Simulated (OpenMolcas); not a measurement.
# One shape, several levels: CH3ClFIn (SMILES [CH3][In]([F])[Cl])

Wanted: a comparison of 6 runs (HF/def2-SVP, B3LYP/def2-SVP, BHLYP/def2-SVP, M06-L/def2-SVP, revPBE/def2-SVP, MP2/def2-SVP) of CH3ClFIn. 

The calculation is run with OpenMolcas 26.06.

## Step 1: Starting point

CH3ClFIn: 7 atoms, total charge 0, spin state singlet. SMILES: `[CH3][In]([F])[Cl]`. Geometry: relaxed at PBE0-D4/def2-TZVP.

Bond lengths: C1–In2 2.122 Å, In2–F3 1.947 Å, In2–Cl4 2.316 Å, C1–H5 1.089 Å, C1–H6 1.090 Å, C1–H7 1.088 Å. Angles: C1–In2–F3 121.8°, C1–In2–Cl4 129.4°, F3–In2–Cl4 108.8°, In2–C1–H5 109.1°, In2–C1–H6 108.9°, In2–C1–H7 109.1°, H5–C1–H6 109.2°, H5–C1–H7 110.4°, H6–C1–H7 110.2°.

## Step 2: Energy and forces at HF/def2-SVP (core potential) (run 1)

The input, calc.inp:

```
&GATEWAY
 BasLib=$CurrDir
 BasisSet
 C.def2-SVP....
 C1 -0.390800 0.951400 0.427300 angstrom
 End of Basis
 BasisSet
 In.def2-SVP....
 In2 0.391000 -0.846100 -0.384300 angstrom
 End of Basis
 BasisSet
 F.def2-SVP....
 F3 2.306000 -1.125500 -0.600500 angstrom
 End of Basis
 BasisSet
 Cl.def2-SVP....
 Cl4 -0.728400 -2.728700 -1.135500 angstrom
 End of Basis
 BasisSet
 H.def2-SVP....
 H5 -1.112900 1.373000 -0.270800 angstrom
 H6 -0.891300 0.725700 1.368500 angstrom
 H7 0.426300 1.650400 0.595200 angstrom
 End of Basis

&SEWARD

&SCF
 Thresholds=1e-10 1e-07 1e-07 1e-05
 PrOrbitals=1 1

&ALASKA
```

The basis set def2-SVP is read from a file made from the Basis Set Exchange's data (not shown).

Started as:

```
$ export MOLCAS_MEM=1860
$ pymolcas calc.inp > calc.log
```

Standard output:

```text
--- Start Module: gateway ---
[...]
--- Stop Module: gateway /rc=_RC_ALL_IS_WELL_ ---
[...]
      Basis functions           87
[...]
--- Start Module: scf ---
[...]
       Convergence after  13 Iterations
[...]
::    Total SCF energy                               -787.5853343949
[...]
      Total spin, S                                     0.0000000000
[...]
      Total electronic charge=   56.000000
      Total            charge=   -0.000000
[...]
      Dipole Moment (debye):
      Origin of the operator (angstrom)=    0.3099   -1.0812   -0.4809
                   X= -2.2407E+00               Y=  3.2971E+00               Z=  1.5313E+00           Total=  4.2704E+00
      Quadrupole Moment (debye*angstrom):
[...]
--- Stop Module: scf /rc=_RC_ALL_IS_WELL_ ---
[...]
--- Start Module: alaska ---
[...]
 *              Molecular gradients               *
 **************************************************
  Irreducible representation: a
 ------------------------------------------------------------------------------------------
                              X                       Y                       Z
 ------------------------------------------------------------------------------------------
  C1                2.20858459370810E-03   -3.59623603769776E-03   -1.74700441285758E-03
  IN2              -8.61780071424706E-03    2.38661131591655E-04    5.64019013348904E-04
  F3               -5.54473958818136E-04   -3.64763218950293E-04   -1.42784169084198E-04
  CL4               5.43828249907818E-03    8.00686481148105E-03    3.14898036977240E-03
  H5                1.10885422862861E-04   -1.43749360851997E-03   -1.08900709971449E-03
  H6                2.12820638453071E-04   -1.71210680192058E-03   -1.59803380998191E-04
  H7                1.20170151891763E-03   -1.13492627606870E-03   -5.74400320430546E-04
 ------------------------------------------------------------------------------------------
--- Stop Module: alaska /rc=_RC_ALL_IS_WELL_ ---
[...]
```

Wall time 15 s (1 thread of AMD EPYC 7R43 (Zen 3), shared host); peak memory 0.47 GiB.

## Step 3: Energy and gradient at B3LYP/def2-SVP (core potential) (run 2)

The input, run.inp:

```
&gateway
 baslib=$CurrDir
 coord
 7
 angstrom
 C       -0.390800       0.951400       0.427300
 In       0.391000      -0.846100      -0.384300
 F        2.306000      -1.125500      -0.600500
 Cl      -0.728400      -2.728700      -1.135500
 H       -1.112900       1.373000      -0.270800
 H       -0.891300       0.725700       1.368500
 H        0.426300       1.650400       0.595200
 basis=def2-SVP
 group=NoSym

&seward
 gridinput
 Grid=UltraFine
 End of Grid

&scf
 ksdft=B3LYP
 thresholds=1e-10 1e-07 1e-07 1e-05
 prorbitals=1

&alaska
```

The basis set def2-SVP is read from a file made from the Basis Set Exchange's data (not shown).

Started as:

```
$ export MOLCAS_MEM=1860
$ pymolcas run.inp > run.log
```

Standard output:

```text
--- Start Module: gateway ---
[...]
--- Stop Module: gateway /rc=_RC_ALL_IS_WELL_ ---
[...]
      Basis functions           87
[...]
--- Start Module: scf ---
[...]
       Convergence after  16 Iterations
[...]
::    Total KS-DFT energy                            -789.9869137765
[...]
      Total spin, S                                     0.0000000000
[...]
      Total electronic charge=   56.000000
      Total            charge=   -0.000000
[...]
      Dipole Moment (debye):
      Origin of the operator (angstrom)=    0.3099   -1.0812   -0.4809
                   X= -2.0234E+00               Y=  3.0998E+00               Z=  1.4369E+00           Total=  3.9709E+00
      Quadrupole Moment (debye*angstrom):
[...]
--- Stop Module: scf /rc=_RC_ALL_IS_WELL_ ---
[...]
--- Start Module: alaska ---
[...]
 *              Molecular gradients               *
 **************************************************
  Irreducible representation: a
 ------------------------------------------------------------------------------------------
                              X                       Y                       Z
 ------------------------------------------------------------------------------------------
  C1                1.01733772259749E-03   -1.95015398212739E-03   -9.16347604805967E-04
  IN2               5.78177308214245E-04   -4.54121482658465E-03   -1.97602733752156E-03
  F3               -9.99672609384916E-03    1.27706713877207E-03    1.03933048283134E-03
  CL4               6.35298360995940E-03    1.02631424099755E-02    4.07548366957577E-03
  H5                4.10616139482345E-03   -2.42341372699428E-03    4.20150217591031E-03
  H6                2.76018521976429E-03    1.47994191359996E-03   -5.46457015902480E-03
  H7               -4.81811916167496E-03   -4.10536892679980E-03   -9.59371226984862E-04
 ------------------------------------------------------------------------------------------
--- Stop Module: alaska /rc=_RC_ALL_IS_WELL_ ---
[...]
```

Run time: 39 s. Hardware: 1 thread of AMD EPYC 7R43 (Zen 3), shared host; peak memory 0.48 GiB.

Runs 3 to 5 aren't shown in full; the table further down has their settings and results.

## Step 4: A single-point energy at MP2/def2-SVP (core potential) (run 6)

The input, mol.input:

```
* CH3ClFIn MP2

&GATEWAY
 BasLib
 $CurrDir
 Coord
 7
 bohr
 C     -0.73850497     1.79788543     0.80747997
 In     0.73888291    -1.59889727    -0.72622175
 F      4.35770844    -2.12688675    -1.13478054
 Cl    -1.37647651    -5.15649568    -2.14578401
 H     -2.10307620     2.59459397    -0.51173783
 H     -1.68431289     1.37137425     2.58609020
 H      0.80559025     3.11880400     1.12476499
 Basis
 def2-SVP
 Group
 NoSym

&SEWARD

&SCF
 Thresholds
 1e-10 1e-07 1e-07 1e-05
 PrOrbitals
 1 2

&MBPT2
 Frozen
 11
```

The basis set def2-SVP is read from a file made from the Basis Set Exchange's data (not shown).

Started as:

```
$ export MOLCAS_MEM=1860
$ pymolcas mol.input > mol.log
```

Standard output:

```text
--- Start Module: gateway ---
[...]
--- Stop Module: gateway /rc=_RC_ALL_IS_WELL_ ---
[...]
      Basis functions           87
[...]
--- Start Module: scf ---
[...]
       Convergence after  13 Iterations
[...]
::    Total SCF energy                               -787.5853343948
[...]
      Total spin, S                                     0.0000000000
[...]
      Total electronic charge=   56.000000
      Total            charge=   -0.000000
[...]
      Dipole Moment (debye):
      Origin of the operator (angstrom)=    0.3099   -1.0812   -0.4809
                   X= -2.2407E+00               Y=  3.2971E+00               Z=  1.5313E+00           Total=  4.2704E+00
      Quadrupole Moment (debye*angstrom):
[...]
--- Stop Module: scf /rc=_RC_ALL_IS_WELL_ ---
[...]
--- Start Module: mbpt2 ---
[...]
WARNING!
Default frozen orbitals as non valence orbitals is overwritten by user input.
Default values:   7
[...]
       Reference weight ( Cref**2 )         =        0.85212
::    Total MBPT2 energy                             -788.1341568848
[...]
      Total MBPT2 calculations                           0.44      0.54
--- Stop Module: mbpt2 /rc=_RC_ALL_IS_WELL_ ---
[...]
```

Wall time 12 s (1 thread of AMD EPYC 7R43 (Zen 3), shared host); peak memory 0.47 GiB.

## Step 5: All runs side by side

| run | level | integration grid | task | energy (Eh) | dipole moment (D) of the reference | HOMO energy (eV) | LUMO energy (eV) | wall time |
| --- | --- | --- | --- | --- | --- | --- | --- | --- |
| 1 | HF/def2-SVP (core potential) | – | gradient | -787.585334 | 4.27 | -11.68 | 1.34 | 15 s |
| 2 | B3LYP/def2-SVP (core potential) | UltraFine | gradient | -789.986914 | 3.97 | -8.24 | -1.70 | 39 s |
| 3 | BHLYP/def2-SVP (core potential) | UltraFine | gradient | -789.763894 | 4.14 | -9.78 | -0.57 | 35 s |
| 4 | M06-L/def2-SVP (core potential) | UltraFine | gradient | -790.043613 | 4.02 | -7.46 | -2.02 | 52 s |
| 5 | revPBE/def2-SVP (core potential) | UltraFine | gradient | -789.823682 | 3.83 | -7.11 | -2.20 | 43 s |
| 6 | MP2/def2-SVP (core potential) | – | energy | -788.134157 | 4.27 | -11.68 | 1.34 | 12 s |

## Step 6: Outcome

| quantity | value |
| --- | --- |
| run 6: total energy | -788.13416 Eh |
| run 6: dipole moment (mean-field density) | 4.27 D |
| run 6: HOMO energy (Hartree–Fock orbitals) | -11.68 eV |
| run 6: LUMO energy (Hartree–Fock orbitals) | 1.34 eV |
| run 6: HOMO–LUMO gap (Hartree–Fock orbitals) | 13.02 eV |
| run 6: correlation energy (11 core orbitals frozen) | -548.8 mEh |

Over runs 1, 2, 3, 4, 5 the dipole moment (its size) runs from 3.83 D (revPBE/def2-SVP) to 4.27 D (HF/def2-SVP). Over runs 1, 2, 3, 4, 5 the HOMO–LUMO gap runs from 4.92 eV (revPBE/def2-SVP) to 13.02 eV (HF/def2-SVP). Exact exchange widens orbital gaps. Totals of different functionals can't be ranked against each other. All runs together took 3.3 min, the longest 52 s.
